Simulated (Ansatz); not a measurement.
Debugging an atomisation energy of CH5BTe, SMILES CB[TeH] (Ansatz 0.2.0, Python API).

`tae.py`
```python
'''Atomisation energy of CH5BTe at the given geometry.'''

from collections import Counter

import ansatz as az


def energy_of(molecule, charge=0, unpaired=0):
    calc = (
        molecule.calculation()
        .basis(gaussian='x2c-TZVPPall')
        .functional('b3lyp')
        .occupations('fermi_dirac', width=0.1)
    )
    if charge:
        calc = calc.charge(charge)
    if unpaired:
        calc = calc.spin('collinear', total=unpaired)
    report = calc.run(threads=1).report
    if report['published_state_doubts']:
        print('  doubts:', report['published_state_doubts'])
    return report['free_energy_ev']

GEOMETRY = '''
C    -0.17410    0.78130   -0.65260
B     0.05280    0.07440    0.70430
Te   -0.61610   -2.02220    0.95240
H    -1.24120    0.86690   -0.85700
H     0.17260    1.85510   -0.62790
H     0.28040    0.29980   -1.49250
H     0.63980    0.63780    1.58890
H     0.97800   -2.55030    0.32860
'''


def main() -> None:
    molecule = az.Crystal.molecule()
    for line in GEOMETRY.strip().splitlines():
        symbol, *xyz = line.split()
        molecule = molecule.atom(symbol, [float(v) for v in xyz])

    # unpaired electrons of the ground-state atoms
    unpaired = {'C': 2, 'B': 1, 'Te': 2, 'H': 1}
    counts = Counter(site.symbol for site in molecule.cartesian_sites)
    atom_energy = {s: energy_of(az.Crystal.molecule().atom(s, (0, 0, 0)), 0, unpaired[s]) for s in counts}
    whole = energy_of(molecule, 0, 0)
    for s, e in atom_energy.items():
        print(f'{s:2s} x{counts[s]}  {e:14.5f} eV')
    print(f'CH5BTe: {whole:.5f} eV')
    split = sum(counts[s] * e for s, e in atom_energy.items()) - whole
    print(f'atomisation energy (no zero-point term): {96.485332 * split:.1f} kJ/mol, {split / sum(counts.values()):.3f} eV an atom')


if __name__ == '__main__':
    main()
```

Output of `python tae.py`:
```text
Traceback (most recent call last):
  File "tae.py", line 55, in <module>
    main()
    ~~~~^^
  File "tae.py", line 45, in main
    atom_energy = {s: energy_of(az.Crystal.molecule().atom(s, (0, 0, 0)), 0, unpaired[s]) for s in counts}
                      ~~~~~~~~~^^^^^^^^^^^^^^^^^^^^^^^^^^^^^^^^^^^^^^^^^^^^^^^^^^^^^^^^^^
  File "tae.py", line 19, in energy_of
    report = calc.run(threads=1).report
             ~~~~~~~~^^^^^^^^^^^
  ...
ansatz.RefusalError: invalid value for `basis.gaussian`: such a run doesn't read scf.occupations; remove what it names
```
(Library frames cut from the traceback.)

What is wrong, and how is it mended?

The fault: in this program a Gaussian-basis run takes no smearing. The correction:

```diff
--- before
+++ after
@@ -12,3 +12,2 @@
         .functional('b3lyp')
-        .occupations('fermi_dirac', width=0.1)
     )
```

The mended script runs so:

```console
$ python tae.py
C  x1     -1030.62883 eV
B  x1      -671.32945 eV
Te x1   -184872.65838 eV
H  x5       -13.66452 eV
CH5BTe: -186669.64468 eV
atomisation energy (no zero-point term): 2576.7 kJ/mol, 3.338 eV an atom
```

Total energies depend on the basis set; only differences at equal settings carry meaning. The geometry is a force-field or estimated start, not a minimum of this method, and the basis set is short of its limit. All parts are taken at fixed geometry, without zero-point energy. b3lyp holds the VWN-RPA fit, as in Gaussian; the form of ORCA and Turbomole is b3lyp5. The spin-orbit lowering of heavy atoms is left out. Hardware and time: 12 s on 1 thread of Arm Neoverse V2, on a shared host, peak memory 0.43 GiB.
